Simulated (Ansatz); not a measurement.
# BiSbSe (P-6m2) in Ansatz: further runs

Runs on BiSbSe. Level: PBE. Tasks: single point.

Everything below comes from runs of Ansatz 0.2.0. Logs are shortened: lines on timing, memory, paths and dates and some standing lists are left out, and cuts for length are marked.

### 1 The crystal as given

It takes space group P-6m2 (No. 187, hexagonal). The conventional cell has a = 4.817 Å, b = 4.817 Å, c = 4.702 Å, α = 90.00°, β = 90.00°, γ = 120.00°. Around Sb (site symmetry -6m2) lie 3 Se at 2.78 Å. Bi (site symmetry -6m2) is surrounded by 6 Sb at 3.64 Å and 6 Se at 3.64 Å. Se (site symmetry -6m2) is surrounded by 3 Sb at 2.78 Å.

The cell was built by a generator and needn't be a form met in nature.

### 2 Single point, PBE, 29.60 Å³/atom (volume scaled by 0.94)

input.yaml

```yaml
crystal:
  lattice:
    - [4.7182896446, 0.0, 0.0]
    - [-2.3591448272, 4.0861586928, 0.0]
    - [0.0, 0.0, 4.6064089601]
  atoms:
    - { symbol: Sb, position: [0.66666667, 0.33333333, 0.5] }
    - { symbol: Bi, position: [0.0, 0.0, 0.0] }
    - { symbol: Se, position: [0.33333333, 0.66666667, 0.5] }
kpoints:
  mp_grid: { grid: [7, 7, 6] }
scf:
  occupations: { method: fermi_dirac, width: 0.05 }
hamiltonian:
  xc: pbe
  pseudopotentials: { kind: all_electron, lapw: { basis_error: 0.001 } }
output:
  forces: true
  stress: true
  eigenvalues: true
```

Potentials or basis: all-electron LAPW, scalar-relativistic.

Launch:

```
> ansatz run input.yaml --threads 2 --pin off --max-ram 6144MiB --backend cpu --events-out ev --progress --plain --runs-dir out
```

What it wrote:

```text
Warning: RAYON_NUM_THREADS=2 ignored (pool sized by the plan → 2); use --threads N
LAPW: plane waves up to 8.053 Å⁻¹, error target 1.0e-3 eV per atom; small_component_spin mean_spin; Se in spheres of 1.310 Å, 24 of its electrons in bands, Dirac shells []; Sb in spheres of 1.414 Å, 23 of its electrons in bands, Dirac shells []; Bi in spheres of 1.447 Å, 37 of its electrons in bands, Dirac shells [] (how accurate: hamiltonian.pseudopotentials.lapw.basis_error, Limitations)
Engine: ansatz 0.2.0, aarch64-unknown-linux-gnu
Pseudopotentials: kind: all_electron
Pseudopotential: Sb, LAPW, valence charge 23, lapw/all_electron/scalar/gaussian/Sb, Koelling and Harmon's equation, gaussian nucleus
Pseudopotential: Bi, LAPW, valence charge 37, lapw/all_electron/scalar/gaussian/Bi, Koelling and Harmon's equation, gaussian nucleus
Pseudopotential: Se, LAPW, valence charge 24, lapw/all_electron/scalar/gaussian/Se, Koelling and Harmon's equation, gaussian nucleus
Functional definition: PBE
  parameter kappa = 0.804
  parameter beta = 0.06672455060314922
  exchange = pbe_x(kappa = kappa, mu = beta*pi^2/3)
  correlation = pbe_c(beta = beta)
Crystal: 3 atoms, lattice volume = 88.810 Å³
Basis set: ecut = 247.05719253965574 eV, 767 PW (Γ), exchange–correlation at level 2
Bands: 51, of which v1, the nominal top of the filled ones, is band 42 counted from 1 (41 counted from 0)
Symmetry: 12 space group operations
Space group: P-6m2 (ITA 187), of the structure as read, at distance tolerance 4.5e-5 Å
k-points: 32 of 294 (time reversal used)
Non-local potential: Sb, projectors of the file, none
Non-local potential: Bi, projectors of the file, none
Non-local potential: Se, projectors of the file, none
Initial density: superposition of atomic densities (chi_scale 0.1, normalization cell, long waves kept (reshape's long-wave potential 0.01 eV rms))
Initial wavefunctions: plane waves of lowest kinetic energy (no species holds an atomic orbital)
Functional: x = pbe(κ = 0.804, μ = 0.2195149727645171), c = pbe(β = 0.06672455060314922)
iter 1 solved again at ethr=5.37e-4 eV; its pass at ethr=1.00e-1 eV (dr2=4.51e-1 eV) is discarded
SCF iter   1: F=—  HF=-828198.758900 eV  |F-HF|=—  |Δ(HF+E_count)|=         —  Δρ=1.37e-2  dr2=4.52e-1  ethr=5.37e-4  ⟨swp⟩=2.6  Hψ=10200  notcnv=0
preconditioner: auto → LDOS  [metal: Δε(μ)=0.039 eV  Ē_g=11.038 eV  σ=0.050 eV  W_gap=0.18  n_scr=26 (ndim 8)  ℏωp=15.8 eV  f_vac=0.076  D(μ)=3.22/eV (n_scr^D=20)  β→1.0]
iter 2 solved again at ethr=4.37e-5 eV; its pass at ethr=5.37e-4 eV (dr2=3.67e-2 eV) is discarded
SCF iter   2: F=—  HF=-828198.650493 eV  |F-HF|=—  |Δ(HF+E_count)|=   1.08e-1  Δρ=3.87e-3  dr2=3.67e-2  ethr=4.37e-5  ⟨swp⟩=2.0  Hψ=8354  notcnv=0
SCF iter   3: F=—  HF=-828198.654415 eV  |F-HF|=—  |Δ(HF+E_count)|=         —  Δρ=1.53e-3  dr2=6.43e-3  ethr=4.37e-5  ⟨swp⟩=2.0  Hψ=4909  notcnv=0
the basis was enlarged: its passes take 34.4 KiB over the memory plan, 2 of 2 planned eigensolver slots
SCF iter   4: F=—  HF=-828198.647373 eV  |F-HF|=—  |Δ(HF+E_count)|=   7.04e-3  Δρ=4.78e-4  dr2=4.07e-4  ethr=7.65e-6  ⟨swp⟩=2.1  Hψ=4735  notcnv=0
SCF iter   5: F=—  HF=-828198.647540 eV  |F-HF|=—  |Δ(HF+E_count)|=   1.66e-4  Δρ=1.92e-4  dr2=7.65e-5  ethr=4.84e-7  ⟨swp⟩=3.0  Hψ=4831  notcnv=0
SCF iter   6: F=—  HF=-828198.647511 eV  |F-HF|=—  |Δ(HF+E_count)|=   2.90e-5  Δρ=5.39e-5  dr2=3.44e-6  ethr=9.10e-8  ⟨swp⟩=2.3  Hψ=4742  notcnv=0
SCF iter   7: F=—  HF=-828198.647511 eV  |F-HF|=—  |Δ(HF+E_count)|=   1.42e-7  Δρ=2.35e-5  dr2=7.03e-7  ethr=4.10e-9  ⟨swp⟩=3.0  Hψ=4830  notcnv=0
SCF iter   8: F=-828198.647511 eV  HF=-828198.647511 eV  |F-HF|=1.98e-9  |Δ(HF+E_count)|=   4.95e-7  Δρ=5.82e-6  dr2=5.72e-8  ethr=8.37e-10  ⟨swp⟩=3.0  Hψ=4924  notcnv=0
SCF 1 converged in 8 iterations: F = -828198.647511 eV  dr2 = 5.72e-8
SCF converged after 8 iterations
Free energy (F): -828198.647511 eV
Harris-Foulkes:  -828198.647511 eV  (|F-HF|=1.98e-9)
Internal energy: -828198.626969 eV  (E = F + TS)
E sigma→0 (E₀):  -828198.637240 eV
Entropy (-TS):   -0.020542 eV (-6.847 meV/atom)
Fermi energy:    12.242791 eV
--- Per-component energies (eV) ---
  E_band       = -5189.754789
  E_kinetic    = 931599.721547
  E_xc         = -17843.820167
  E_electrostatic = -1741954.528349  (all electrons and nuclei)
  E_smearing   = -0.020542  (= −TS)
  E_closure    = 0.000000  (closes the sum)
  E_atoms      = -828188.343391  (free atoms, spherical and without spin; not in F)
  Σ components = -828198.647511   (vs F -828198.647511, Δ=0.00e0)
  Basis errors (estimates in eV, not in F): energy 4.4e-4 per atom: plane waves 4.0e-4 (2.2e-4 summed), levels above the bands 1.3e-73, relativity 3.4e-8, radial functions 3.9e-5, core shells 2.3e-7; eigenvalues (radial functions only) 3.3e-5; not estimated: angular momenta, meshes, grids; target (lapw.basis_error) 1.0e-3; muffin-tin radii Se 1.310 Å, Sb 1.414 Å, Bi 1.447 Å
--- Forces (eV/Å), atoms counted from 1 ---
  atom   1  Sb    -0.00000000     0.00000000     0.00000000
  atom   2  Bi     0.00000000    -0.00000000     0.00000000
  atom   3  Se    -0.00000000    -0.00000000     0.00000000
  max |Σ_I F_I| component: 2.31e-17 eV/Å
--- Stress (GPa, compression-positive) ---
        4.830466       0.000000       0.000000
        0.000000       4.830466      -0.000000
        0.000000      -0.000000      -4.434535
  P = ⅓ Tr σ = 1.7421 GPa (17.421 kbar)
--- Band table (eV; the first three rows and the last of 32) ---
  k-point 0: bands = ["-196.4607", "-141.0903", "-136.2312", "-136.2312", "-136.2295", "-136.2295", "-136.2291", "-136.2291", "-136.2291", "-135.9564", "-135.9564", "-135.8722", "-132.4030", "-85.3941", "-85.3941", "-85.3362", "-79.3429", "-79.3429", "-79.3352", "-36.1863", "-36.1863", "-36.1164", "-36.1164", "-36.0967", "-17.2292", "-17.2292", "-17.1599", "-17.1599", "-17.1514", "-10.6853", "-10.6853", "-10.6817", "-10.6795", "-10.6795", "-2.3712", "1.9423", "5.1354", "7.9561", "7.9561", "8.0544", "10.7079", "10.7079", "13.1485", "15.1217", "15.4321", "15.7353", "15.7353", "19.3452", "19.7956", "19.7956", "20.4344"]
  k-point 1: bands = ["-196.4607", "-141.0903", "-136.2312", "-136.2312", "-136.2295", "-136.2295", "-136.2291", "-136.2291", "-136.2291", "-135.9564", "-135.9564", "-135.8722", "-132.4030", "-85.3941", "-85.3941", "-85.3362", "-79.3429", "-79.3429", "-79.3352", "-36.1863", "-36.1863", "-36.1164", "-36.1164", "-36.0967", "-17.2293", "-17.2293", "-17.1600", "-17.1600", "-17.1510", "-10.6852", "-10.6852", "-10.6801", "-10.6801", "-10.6799", "-2.3027", "1.8063", "5.0052", "7.9810", "7.9810", "8.3482", "10.9104", "10.9104", "12.8183", "14.5105", "15.0279", "15.0279", "15.7603", "18.5492", "18.5492", "20.4948", "21.5992"]
  k-point 2: bands = ["-196.4607", "-141.0903", "-136.2312", "-136.2312", "-136.2295", "-136.2295", "-136.2291", "-136.2291", "-136.2291", "-135.9564", "-135.9564", "-135.8722", "-132.4030", "-85.3941", "-85.3941", "-85.3362", "-79.3429", "-79.3429", "-79.3352", "-36.1863", "-36.1863", "-36.1164", "-36.1164", "-36.0967", "-17.2293", "-17.2293", "-17.1602", "-17.1602", "-17.1502", "-10.6849", "-10.6849", "-10.6812", "-10.6812", "-10.6762", "-2.1514", "1.5101", "4.8281", "8.0320", "8.0320", "8.9567", "11.5079", "11.5079", "12.2390", "13.2087", "13.7097", "13.7097", "17.4472", "17.5504", "17.5504", "22.1208", "23.4196"]
  k-point 31: bands = ["-196.4607", "-141.0903", "-136.2312", "-136.2312", "-136.2295", "-136.2295", "-136.2291", "-136.2291", "-136.2291", "-135.9564", "-135.9564", "-135.8722", "-132.4030", "-85.3941", "-85.3941", "-85.3362", "-79.3429", "-79.3429", "-79.3352", "-36.1864", "-36.1863", "-36.1164", "-36.1164", "-36.0966", "-17.2297", "-17.2269", "-17.1609", "-17.1606", "-17.1475", "-10.6854", "-10.6842", "-10.6831", "-10.6813", "-10.6715", "-1.3365", "1.8803", "2.4074", "6.0968", "7.9539", "8.8554", "11.1269", "11.8468", "13.5157", "13.6628", "15.1386", "17.3926", "18.5952", "20.6146", "21.4150", "21.5111", "21.6776"]
```

Wall time 32 s (2 threads of Arm Neoverse V1, shared host); peak memory 0.46 GiB.

Results:

- Free energy: -828198.6475 eV
- Pressure: 1.7 GPa
- Band gap on the k mesh: none (metal or under the smearing width)

Caveat: spin-orbit coupling is left out, which moves the levels of the heavy elements.

### 3 Single point, PBE, 30.23 Å³/atom (volume scaled by 0.96)

Edit input.yaml of step 2 so:

```diff
@@ -2,5 +2,5 @@
   lattice:
-    - [4.7182896446, 0.0, 0.0]
-    - [-2.3591448272, 4.0861586928, 0.0]
-    - [0.0, 0.0, 4.6064089601]
+    - [4.7515181313, 0.0, 0.0]
+    - [-2.3757590706, 4.1149354063, 0.0]
+    - [0.0, 0.0, 4.6388495286]
   atoms:
```

Potentials or basis: all-electron LAPW, scalar-relativistic.

Launch:

```
> ansatz run input.yaml --threads 2 --pin off --max-ram 6144MiB --backend cpu --events-out ev --progress --plain --runs-dir out
```

Run time: 32 s. Hardware: 2 threads of Arm Neoverse V1, shared host; peak memory 0.45 GiB.

Results (log left out):

| Quantity | Value |
| --- | --- |
| Free energy | -828198.6616 eV |
| Pressure | 0.7 GPa |
| Band gap on the k mesh | none (metal or under the smearing width) |

Caveat: spin-orbit coupling is left out, which moves the levels of the heavy elements.

### 4 Single point, PBE, 30.86 Å³/atom (volume scaled by 0.98)

Edit input.yaml of step 3 so:

```diff
@@ -2,5 +2,5 @@
   lattice:
-    - [4.7515181313, 0.0, 0.0]
-    - [-2.3757590706, 4.1149354063, 0.0]
-    - [0.0, 0.0, 4.6388495286]
+    - [4.7842882574, 0.0, 0.0]
+    - [-2.3921441337, 4.143315168, 0.0]
+    - [0.0, 0.0, 4.6708426053]
   atoms:
```

Launch:

```
> ansatz run input.yaml --threads 2 --pin off --max-ram 6144MiB --backend cpu --events-out ev --progress --plain --runs-dir out
```

It took 31 s on 2 threads of Arm Neoverse V1, shared host; peak memory 0.45 GiB.

The run converged. Its results:

| Property | Result |
| --- | --- |
| Free energy | -828198.6637 eV |
| Pressure | -0.3 GPa |
| Band gap on the k mesh | none (metal or under the smearing width) |

Caveat: spin-orbit coupling is left out, which moves the levels of the heavy elements.

### 5 Single point, PBE, 31.49 Å³/atom

Edit input.yaml of step 4 so:

```diff
@@ -2,5 +2,5 @@
   lattice:
-    - [4.7842882574, 0.0, 0.0]
-    - [-2.3921441337, 4.143315168, 0.0]
-    - [0.0, 0.0, 4.6708426053]
+    - [4.81661551, 0.0, 0.0]
+    - [-2.40830776, 4.17131139, 0.0]
+    - [0.0, 0.0, 4.70240331]
   atoms:
```

Launch:

```
> ansatz run input.yaml --threads 2 --pin off --max-ram 6144MiB --backend cpu --events-out ev --progress --plain --runs-dir out
```

Wall time 31 s (2 threads of Arm Neoverse V1, shared host); peak memory 0.45 GiB.

Results (log left out):

| Property | Result |
| --- | --- |
| Free energy | -828198.6552 eV |
| Pressure | -1.1 GPa |
| Band gap on the k mesh | none (metal or under the smearing width) |

Caveat: spin-orbit coupling is left out, which moves the levels of the heavy elements.

### 6 Single point, PBE, 32.12 Å³/atom (volume scaled by 1.02)

Edit input.yaml of step 5 so:

```diff
@@ -2,5 +2,5 @@
   lattice:
-    - [4.81661551, 0.0, 0.0]
-    - [-2.40830776, 4.17131139, 0.0]
-    - [0.0, 0.0, 4.70240331]
+    - [4.8485145556, 0.0, 0.0]
+    - [-2.4242572828, 4.1989367738, 0.0]
+    - [0.0, 0.0, 4.7335459614]
   atoms:
```

Potentials or basis: all-electron LAPW, scalar-relativistic.

Launch:

```
> ansatz run input.yaml --threads 2 --pin off --max-ram 6144MiB --backend cpu --events-out ev --progress --plain --runs-dir out
```

Run time: 31 s. Hardware: 2 threads of Arm Neoverse V1, shared host; peak memory 0.45 GiB.

The run converged. Its results:

* Free energy: -828198.6372 eV
* Pressure: -1.9 GPa
* Band gap on the k mesh: none (metal or under the smearing width)

Caveat: spin-orbit coupling is left out, which moves the levels of the heavy elements.

### 7 Single point, PBE, 32.75 Å³/atom (volume scaled by 1.04)

Edit input.yaml of step 6 so:

```diff
@@ -2,5 +2,5 @@
   lattice:
-    - [4.8485145556, 0.0, 0.0]
-    - [-2.4242572828, 4.1989367738, 0.0]
-    - [0.0, 0.0, 4.7335459614]
+    - [4.8799992985, 0.0, 0.0]
+    - [-2.4399996543, 4.226203361, 0.0]
+    - [0.0, 0.0, 4.7642841341]
   atoms:
```

Launch:

```
> ansatz run input.yaml --threads 2 --pin off --max-ram 6144MiB --backend cpu --events-out ev --progress --plain --runs-dir out
```

Run time: 31 s. Hardware: 2 threads of Arm Neoverse V1, shared host; peak memory 0.45 GiB.

Results (log left out):

```
Free energy            : -828198.6106 eV
Pressure               : -2.6 GPa
Band gap on the k mesh : none (metal or under the smearing width)
```

Caveat: spin-orbit coupling is left out, which moves the levels of the heavy elements.

### 8 Single point, PBE, 33.38 Å³/atom (volume scaled by 1.06)

Edit input.yaml of step 7 so:

```diff
@@ -2,5 +2,5 @@
   lattice:
-    - [4.8799992985, 0.0, 0.0]
-    - [-2.4399996543, 4.226203361, 0.0]
-    - [0.0, 0.0, 4.7642841341]
+    - [4.9110829347, 0.0, 0.0]
+    - [-2.4555414724, 4.2531225796, 0.0]
+    - [0.0, 0.0, 4.7946307111]
   atoms:
```

Launch:

```
> ansatz run input.yaml --threads 2 --pin off --max-ram 6144MiB --backend cpu --events-out ev --progress --plain --runs-dir out
```

Wall time 31 s (2 threads of Arm Neoverse V1, shared host); peak memory 0.45 GiB.

Results (log left out):

```
Free energy            : -828198.5766 eV
Pressure               : -3.2 GPa
Band gap on the k mesh : none (metal or under the smearing width)
```

Caveat: spin-orbit coupling is left out, which moves the levels of the heavy elements.
